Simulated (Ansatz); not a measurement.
# Si₂H₆O₂ (built from SMILES O[SiH](O)[SiH3]): a reaction path by the nudged elastic band

Aim: the minimum-energy path between two given structures and its highest point. Both ends were relaxed at PBE0-D4 in triple zeta.

Computed with Ansatz 0.2.0, Gaussian basis. Level: PBE0-D4/def2-SVP.

16 further runs of the same task are left out: 16 set aside as unsound or not needed.

## (1) Starting geometry

The first end: 10 atoms, charge 0, spin multiplicity 1.

Atoms are counted from 1 here; the program's logs count them from 0.

Bond lengths: Si1–O2 1.650 Å, Si1–O3 1.642 Å, Si1–H5 1.496 Å, Si1–Si6 2.338 Å, O2–H7 0.958 Å, O3–H4 0.959 Å, Si6–H8 1.489 Å, Si6–H9 1.488 Å, Si6–H10 1.487 Å. Angles: O2–Si1–O3 110.7°, O2–Si1–H5 106.8°, O2–Si1–Si6 110.7°, O3–Si1–H5 110.7°, O3–Si1–Si6 105.1°, H5–Si1–Si6 112.8°, Si1–O2–H7 117.2°, Si1–O3–H4 118.2°, Si1–Si6–H8 109.3°, Si1–Si6–H9 110.7°, Si1–Si6–H10 110.7°, H8–Si6–H9 108.3°, H8–Si6–H10 108.7°, H9–Si6–H10 109.0°.

Coordinates:

```mol
H6O2Si2
  3D, bonds by distance, orders not assigned

 10  9  0  0  0  0  0  0  0  0999 V2000
   -0.2939    0.2857   -0.5623 Si  0  0
    0.8449    1.3902   -1.0170 O   0  0
   -0.3260   -0.9802   -1.6073 O   0  0
   -0.4954   -0.7993   -2.5337 H   0  0
   -1.6089    0.9988   -0.5537 H   0  0
    0.2456   -0.6494    1.5122 Si  0  0
    0.5488    2.2892   -1.1620 H   0  0
    0.2735    0.4235    2.5445 H   0  0
   -0.7709   -1.6586    1.9146 H   0  0
    1.5821   -1.2996    1.4647 H   0  0
  1  2  8  0
  1  3  8  0
  1  5  8  0
  1  6  8  0
  2  7  8  0
  3  4  8  0
  6  8  8  0
  6  9  8  0
  6 10  8  0
M  END
```

The second end:

```xyz
10

Si   -0.7327   -0.1053   -0.5283
O     0.7109    1.0407   -1.2761
O    -0.7525   -1.0560   -1.7378
H     0.7202    0.4747   -2.0777
H    -1.7247    1.0100   -0.3669
Si    0.1905   -0.7240    1.5408
H     0.4417    1.9303   -1.5392
H     0.4894    0.4857    2.3591
H    -0.7877   -1.5608    2.2869
H     1.4449   -1.4952    1.3392
```

## (2) The band at PBE0-D4/def2-SVP

File neb/in.yaml:

```yaml
crystal:
  periodic: [false, false, false]
  atoms:
    - {symbol: Si, position_ang: [-0.293862, 0.285677, -0.562262]}
    - {symbol: O, position_ang: [0.844938, 1.390165, -1.016961]}
    - {symbol: O, position_ang: [-0.325972, -0.980221, -1.607250]}
    - {symbol: H, position_ang: [-0.495393, -0.799329, -2.533681]}
    - {symbol: H, position_ang: [-1.608903, 0.998815, -0.553709]}
    - {symbol: Si, position_ang: [0.245590, -0.649366, 1.512170]}
    - {symbol: H, position_ang: [0.548846, 2.289184, -1.162020]}
    - {symbol: H, position_ang: [0.273484, 0.423515, 2.544539]}
    - {symbol: H, position_ang: [-0.770917, -1.658619, 1.914593]}
    - {symbol: H, position_ang: [1.582088, -1.299621, 1.464679]}
basis:
  gaussian: {orbitals: def2-SVP}
hamiltonian: {xc: pbe0, dispersion: d4}
neb:
  images: 5
  climbing: true
  max_iterations: 40
  initial_path: idpp
  final_atoms:
    - {symbol: Si, position_ang: [-0.732727, -0.105292, -0.528275]}
    - {symbol: O, position_ang: [0.710867, 1.040747, -1.276106]}
    - {symbol: O, position_ang: [-0.752494, -1.056024, -1.737764]}
    - {symbol: H, position_ang: [0.720195, 0.474663, -2.077707]}
    - {symbol: H, position_ang: [-1.724728, 1.009967, -0.366850]}
    - {symbol: Si, position_ang: [0.190544, -0.723986, 1.540825]}
    - {symbol: H, position_ang: [0.441679, 1.930319, -1.539216]}
    - {symbol: H, position_ang: [0.489380, 0.485748, 2.359063]}
    - {symbol: H, position_ang: [-0.787694, -1.560782, 2.286902]}
    - {symbol: H, position_ang: [1.444878, -1.495159, 1.339229]}
```

The run is started by

```bash
> ansatz run in.yaml --threads 4 --pin off --events-out ev --progress --plain --max-ram 9574MiB
```

Q: Predict the outcome of this session. Wanted: from earlier runs: barrier over the separately found saddle, CCSD(T)/def2-TZVPP.

**Answer**, as computed:

| quantity | value |
| --- | --- |
| PBE0-D4/def2-SVP, 17 iterations | highest 200.1 kJ/mol (image 5), last end +197.9 kJ/mol |
| from earlier runs: barrier over the separately found saddle, CCSD(T)/def2-TZVPP | 216.6 kJ/mol |

What this shows: The highest image lies 200.1 kJ/mol above the first end, and it climbed, so it estimates the saddle. The ends are not quite minima at this level (largest force component 0.64 eV/Å), so the heights are unreliable: relaxing the first end would lower it and raise the barrier above it. The highest image is 16.5 kJ/mol below the CCSD(T) barrier in triple zeta, which comes from separate runs on the saddle.
